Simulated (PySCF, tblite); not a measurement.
**C₅H₁₂N₂: dynamics, then NMR shifts on frames, part 1 of 2**

Aim: move C₅H₁₂N₂ (`CCNC/C=N/C`) away from its starting geometry and see how NMR shifts follow the geometry.

Programs: tblite 0.8.0 and PySCF 2.14.0, with density-fitted response routines of our own. Each step states its level of theory. These are calculated values for one molecule in the gas phase, unless marked as measured. Atoms are numbered from 0 throughout.

## 1. The starting structure

19 atoms, charge 0, multiplicity 1; geometry from: GFN2-xTB.

Bonds of the start (Å): C0–C1 1.52, C1–N2 1.45, N2–C3 1.45, C3–C4 1.49, C4–N5 1.25, N5–C6 1.43, C0–H7 1.09, C0–H8 1.09, C0–H9 1.09, C1–H10 1.11, C1–H11 1.09, N2–H12 1.02, C3–H13 1.10, C3–H14 1.10, C4–H15 1.10, C6–H16 1.09, C6–H17 1.09, C6–H18 1.10.

## 2. Thermal motion with GFN2-xTB

What the job is given:

```
{"job": {"kind": "md", "xc": "GFN2-xTB", "basis": "xTB", "temperature": 200, "steps": 2000, "every": 50, "frames": 5}, "charge": 0, "multiplicity": 1}
C     -3.258203    -0.559833     0.408670
C     -2.175554     0.178533    -0.365396
N     -0.877967    -0.062939     0.236624
C      0.216333     0.582578    -0.465852
C      1.499184     0.339851     0.257758
N      2.559997     0.071440    -0.353787
C      3.777180    -0.137616     0.365035
H     -3.224004    -0.271682     1.455987
H     -4.239236    -0.319981     0.006922
H     -3.109340    -1.635745     0.341311
H     -2.207657    -0.120307    -1.429155
H     -2.360155     1.256842    -0.320424
H     -0.707009    -1.064476     0.279418
H      0.321208     0.265618    -1.516828
H      0.017116     1.662013    -0.460243
H      1.431444     0.412344     1.353481
H      4.159199    -1.126343     0.108748
H      4.505935     0.598575     0.023590
H      3.661724    -0.059621     1.454949
```

Method: GFN2-xTB Langevin dynamics, gas phase.

Started as:

```
> OMP_NUM_THREADS=1 python probes_run.py task.json out
```

One launch serves the whole session: the jobs run in the order shown.

Output:

```text
t/fs     T/K      E/eV
    0.0   162.5   -615.88677
   25.0   110.1   -615.63843
   50.0   134.8   -615.47708
   75.0   159.3   -615.51050
  100.0   206.8   -615.57934
  125.0   215.2   -615.32495
  150.0   299.1   -615.38953
  175.0   192.1   -615.32927
  200.0   194.4   -615.38897
  225.0   277.7   -615.55945
  250.0   161.5   -615.37448
  275.0   217.5   -615.40417
  300.0   225.8   -615.47189
  325.0   250.4   -615.26343
  350.0   224.9   -615.42485
  375.0   241.5   -615.47399
  400.0   147.7   -615.38345
  425.0   150.3   -615.47846
  450.0   240.2   -615.42928
  475.0   214.3   -615.35817
  500.0   236.2   -615.32363
  525.0   178.5   -615.19710
  550.0   229.7   -615.34899
  575.0   217.0   -615.43049
  600.0   250.2   -615.51010
  625.0   184.3   -615.51699
  650.0   168.8   -615.38447
  675.0   261.5   -615.42969
  700.0   225.0   -615.43007
  725.0   227.1   -615.48823
  750.0   142.0   -615.32282
  775.0   240.3   -615.42066
  800.0   215.7   -615.42664
  825.0   188.1   -615.39623
  850.0   223.6   -615.35271
  875.0   206.4   -615.36945
  900.0   213.3   -615.31426
  925.0   285.2   -615.38706
  950.0   272.0   -615.44944
  975.0   165.0   -615.43155
 1000.0   204.3   -615.51588
```

Wall time 17 s (1 thread of Arm Neoverse N1, shared host); peak memory 0.18 GiB.

Distance from the start (root mean square after alignment): 0 fs 0.00 Å, 200 fs 0.31 Å, 400 fs 0.31 Å, 600 fs 0.31 Å, 800 fs 0.20 Å, 1000 fs 0.25 Å.

Positions (Å) and forces (eV/Å) at 1000 fs:

```xyz
19

C    -2.993    0.682   -0.027    0.366    0.882    0.782
C    -1.804   -0.080   -0.625    0.184    0.573    1.521
N    -0.603    0.324    0.168   -0.570   -0.093   -1.958
C     0.681    0.066   -0.491   -0.417   -0.017   -0.012
C     1.776    0.841    0.122    1.730    0.769    0.342
N     2.957    0.354    0.216   -2.037    0.601    0.455
C     3.982    1.094    0.868   -0.147    0.789   -0.546
H    -2.727    1.790    0.105   -0.452   -1.539   -0.504
H    -3.880    0.543   -0.649    0.179    0.218    0.246
H    -3.181    0.316    0.996   -0.129    0.056   -0.468
H    -2.055   -1.160   -0.683    0.426    0.230    0.305
H    -1.677    0.275   -1.616    0.383    0.288   -1.022
H    -0.664   -0.037    1.099    0.210   -0.349    0.380
H     0.973   -0.979   -0.497    0.055   -0.577    0.030
H     0.675    0.383   -1.548   -0.533    0.036    0.214
H     1.522    1.930    0.385    0.287   -1.234   -0.007
H     4.296    0.582    1.752    0.177   -0.510    0.513
H     4.815    1.148    0.184    0.446   -0.016   -0.181
H     3.708    2.125    1.154   -0.159   -0.108   -0.089
```

## 3. Shielding tensors: 250 fs, PBE0/pcSseg-1

What the job is given:

```
{"job": {"kind": "nmr", "xc": "PBE0", "basis": "pcSseg-1", "pop": false}, "charge": 0, "multiplicity": 1}
C     -3.222200    -1.112000     0.738200
C     -2.273900    -0.634100    -0.311600
N     -0.973500    -0.451000     0.250100
C      0.070200    -0.107600    -0.702400
C      1.342800     0.235900     0.063000
N      2.407500    -0.384100    -0.264900
C      3.572000    -0.137400     0.489000
H     -3.081800    -0.508800     1.653600
H     -4.244200    -1.123500     0.427600
H     -2.876200    -2.113500     1.074000
H     -2.291000    -1.337900    -1.121100
H     -2.597500     0.288300    -0.682500
H     -0.729200    -1.311100     0.722000
H      0.108400    -0.782000    -1.526400
H     -0.219900     0.904500    -1.105100
H      1.307400     1.100700     0.783200
H      3.735000    -0.996500     1.143200
H      4.423600     0.009600    -0.277700
H      3.470200     0.758800     1.117600
```

With the program's defaults for keys left out, this is: GIAO PBE0/pcSseg-1 NMR shielding, non-relativistic, gas phase.

Output:

```text
coarse grid: 15000 points
cycle   1  E = -306.7091499260  dE =  7.356e-01  |g| = 4.478e-01  |ddm| = 3.669e+00
cycle   2  E = -306.6733449928  dE =  3.580e-02  |g| = 6.160e-01  |ddm| = 9.675e-01
cycle   3  E = -306.7579170490  dE = -8.457e-02  |g| = 1.349e-01  |ddm| = 5.595e-01
cycle   4  E = -306.7615397670  dE = -3.623e-03  |g| = 4.433e-02  |ddm| = 1.195e-01
cycle   5  E = -306.7619582407  dE = -4.185e-04  |g| = 1.020e-02  |ddm| = 4.088e-02
cycle   6  E = -306.7619779913  dE = -1.975e-05  |g| = 3.487e-03  |ddm| = 1.074e-02
cycle   7  E = -306.7619805212  dE = -2.530e-06  |g| = 4.655e-04  |ddm| = 2.726e-03
final grid: 142488 points
cycle   8  E = -306.8004188306  dE = -4.301e-05  |g| = 8.458e-03  |ddm| = 2.901e-02
cycle   9  E = -306.8004157980  dE =  3.033e-06  |g| = 9.260e-03  |ddm| = 1.594e-02
cycle  10  E = -306.8004370515  dE = -2.125e-05  |g| = 1.103e-03  |ddm| = 8.317e-03
cycle  11  E = -306.8004372986  dE = -2.471e-07  |g| = 3.441e-04  |ddm| = 9.116e-04
cycle  12  E = -306.8004373205  dE = -2.186e-08  |g| = 1.305e-04  |ddm| = 3.127e-04
cycle  13  E = -306.8004373241  dE = -3.596e-09  |g| = 2.370e-05  |ddm| = 1.182e-04
cycle  14  E = -306.8004373242  dE = -1.146e-10  |g| = 5.860e-06  |ddm| = 2.383e-05
converged SCF energy = -306.8004373242

GIAO shielding tensors (ppm)
atom      isotropic    diamagn.    paramagn.     s11        s22        s33       span
  0 C      168.017     249.567     -81.550    152.937    161.882    189.230     36.293
  1 C      146.312     243.882     -97.570    126.408    136.106    176.421     50.013
  2 N      211.894     322.467    -110.573    160.652    230.688    244.342     83.690
  3 C      125.101     247.775    -122.673    104.992    122.716    147.596     42.604
  4 C       13.590     256.228    -242.638    -93.332     45.431     88.671    182.003
  5 N     -118.815     327.817    -446.632   -464.826   -143.841    252.222    717.048
  6 C      131.019     248.771    -117.751    104.462    117.144    171.451     66.989
  7 H       30.011      29.697       0.314     26.190     28.515     35.330      9.140
  8 H       30.720      27.513       3.207     26.552     27.648     37.961     11.409
  9 H       30.326      29.322       1.004     26.522     28.768     35.689      9.167
 10 H       29.747      31.172      -1.424     25.232     28.855     35.154      9.922
 11 H       30.466      32.320      -1.854     25.963     29.549     35.885      9.922
 12 H       32.513      37.627      -5.113     24.071     34.134     39.335     15.264
 13 H       28.659      33.549      -4.890     25.467     26.841     33.670      8.203
 14 H       27.752      32.012      -4.260     24.821     26.960     31.474      6.653
 15 H       22.940      32.556      -9.617     21.100     23.381     24.338      3.239
 16 H       27.760      28.160      -0.400     24.981     26.478     31.822      6.841
 17 H       26.263      25.406       0.857     23.087     25.377     30.324      7.237
 18 H       28.333      29.196      -0.863     26.748     27.219     31.032      4.284
```

Run time: 35 s. Hardware: 1 thread of Arm Neoverse N1, shared host; peak memory 0.81 GiB.

Shifts follow as δ = σ(reference) − σ, with reference shieldings (ppm) from runs at the same level and on the same kind of geometry: 1H TMS 31.72, 13C TMS 186.9, 15N NH3 267.7. The references are single molecules in the gas phase, so shifts against H2O, NH3, PH3, H3PO4 or CFCl3 are not on the usual liquid scales and can be off by tens of ppm. Each atom is listed at this fixed geometry, with no averaging over motion; a spectrum would average atoms that exchange fast.

```csv
atoms,environment,σ (ppm),δ (ppm)
C4,C=N carbon,13.6,173.3
C3,sp3 CH2 bonded to N,125.1,61.8
C6,methyl carbon bonded to N,131.0,55.9
C1,sp3 CH2 bonded to N,146.3,40.6
C0,methyl carbon,168.0,18.9
H15,hydrogen on a C=N carbon,22.94,8.78
H17,hydrogen on a methyl carbon bonded to N,26.26,5.45
H14,hydrogen on an sp3 CH2 bonded to N,27.75,3.96
H16,hydrogen on a methyl carbon bonded to N,27.76,3.96
H18,hydrogen on a methyl carbon bonded to N,28.33,3.38
H13,hydrogen on an sp3 CH2 bonded to N,28.66,3.06
H10,hydrogen on an sp3 CH2 bonded to N,29.75,1.97
H7,hydrogen on a methyl carbon,30.01,1.71
H9,hydrogen on a methyl carbon,30.33,1.39
H11,hydrogen on an sp3 CH2 bonded to N,30.47,1.25
H8,hydrogen on a methyl carbon,30.72,1.00
H12,hydrogen on an amine nitrogen,32.51,-0.80
N5,imine nitrogen,-118.8,386.5
N2,amine nitrogen,211.9,55.8
```

## 4. Shielding tensors: 425 fs, PBE0/pcSseg-1

What the job is given:

```
{"job": {"kind": "nmr", "xc": "PBE0", "basis": "pcSseg-1", "pop": false}, "charge": 0, "multiplicity": 1}
C     -3.269400    -0.975800     0.699300
C     -2.101200    -0.696000    -0.221200
N     -0.883000    -0.511700     0.512500
C      0.210100    -0.299600    -0.380400
C      1.507200    -0.122500     0.353900
N      2.610200    -0.398000    -0.189900
C      3.828600    -0.413200     0.508600
H     -3.262100    -0.269100     1.502200
H     -4.265000    -0.936000     0.269800
H     -3.126100    -1.934300     1.273900
H     -2.036300    -1.488100    -1.057200
H     -2.218100     0.311300    -0.699100
H     -0.687300    -1.341500     1.137000
H      0.376800    -1.184200    -1.007200
H     -0.082400     0.606400    -0.943100
H      1.412800     0.195900     1.399100
H      4.456900    -1.207900     0.114000
H      4.351600     0.549800     0.352000
H      3.737500    -0.593800     1.576000
```

Level: GIAO PBE0/pcSseg-1 NMR shielding, non-relativistic, gas phase.

Output:

```text
coarse grid: 15000 points
cycle   1  E = -306.7140395059  dE =  7.233e-01  |g| = 4.385e-01  |ddm| = 3.682e+00
cycle   2  E = -306.6828398027  dE =  3.120e-02  |g| = 5.928e-01  |ddm| = 1.015e+00
cycle   3  E = -306.7610752909  dE = -7.824e-02  |g| = 1.281e-01  |ddm| = 5.845e-01
cycle   4  E = -306.7642906994  dE = -3.215e-03  |g| = 4.304e-02  |ddm| = 1.144e-01
cycle   5  E = -306.7646844153  dE = -3.937e-04  |g| = 1.017e-02  |ddm| = 4.316e-02
cycle   6  E = -306.7647042837  dE = -1.987e-05  |g| = 3.429e-03  |ddm| = 1.149e-02
cycle   7  E = -306.7647067341  dE = -2.450e-06  |g| = 4.742e-04  |ddm| = 2.867e-03
final grid: 142488 points
cycle   8  E = -306.8031567903  dE = -3.804e-05  |g| = 8.295e-03  |ddm| = 2.726e-02
cycle   9  E = -306.8031529636  dE =  3.827e-06  |g| = 9.330e-03  |ddm| = 1.612e-02
cycle  10  E = -306.8031743936  dE = -2.143e-05  |g| = 1.238e-03  |ddm| = 8.465e-03
cycle  11  E = -306.8031747120  dE = -3.184e-07  |g| = 3.093e-04  |ddm| = 9.951e-04
cycle  12  E = -306.8031747287  dE = -1.669e-08  |g| = 1.333e-04  |ddm| = 3.349e-04
cycle  13  E = -306.8031747326  dE = -3.926e-09  |g| = 2.073e-05  |ddm| = 1.287e-04
cycle  14  E = -306.8031747327  dE = -8.072e-11  |g| = 6.545e-06  |ddm| = 1.963e-05
converged SCF energy = -306.8031747327

GIAO shielding tensors (ppm)
atom      isotropic    diamagn.    paramagn.     s11        s22        s33       span
  0 C      169.263     245.676     -76.413    153.188    163.376    191.225     38.037
  1 C      131.102     245.319    -114.218    108.694    125.128    159.483     50.788
  2 N      195.331     323.224    -127.893    159.836    197.180    228.977     69.141
  3 C      123.394     247.473    -124.079     99.567    124.704    145.910     46.343
  4 C       12.814     255.516    -242.702    -85.202     29.752     93.891    179.093
  5 N     -122.025     326.480    -448.505   -523.403   -113.827    271.155    794.557
  6 C      141.897     244.335    -102.438    118.059    126.873    180.761     62.702
  7 H       30.684      30.144       0.540     26.883     28.963     36.207      9.324
  8 H       30.299      26.378       3.921     26.215     27.252     37.430     11.215
  9 H       29.909      27.646       2.264     26.167     28.077     35.484      9.316
 10 H       27.808      29.168      -1.360     23.754     26.816     32.852      9.098
 11 H       28.126      30.778      -2.652     24.184     27.205     32.989      8.805
 12 H       30.871      34.958      -4.088     23.238     32.292     37.082     13.844
 13 H       27.942      33.264      -5.322     23.876     27.202     32.748      8.872
 14 H       27.652      32.220      -4.568     24.033     26.939     31.983      7.950
 15 H       23.705      33.797     -10.091     21.552     23.519     26.045      4.493
 16 H       27.619      26.926       0.694     24.324     27.074     31.460      7.136
 17 H       27.675      26.541       1.134     24.649     26.079     32.298      7.649
 18 H       28.739      28.740      -0.000     26.030     27.637     32.551      6.520
```

It took 35 s on 1 thread of Arm Neoverse N1, shared host; peak memory 0.86 GiB.

This run: δ C4 174.1, C3 63.5, C1 55.8, C6 45.0, H15 8.01, H16 4.10 ppm.

(Continued in part 2 of 2.)
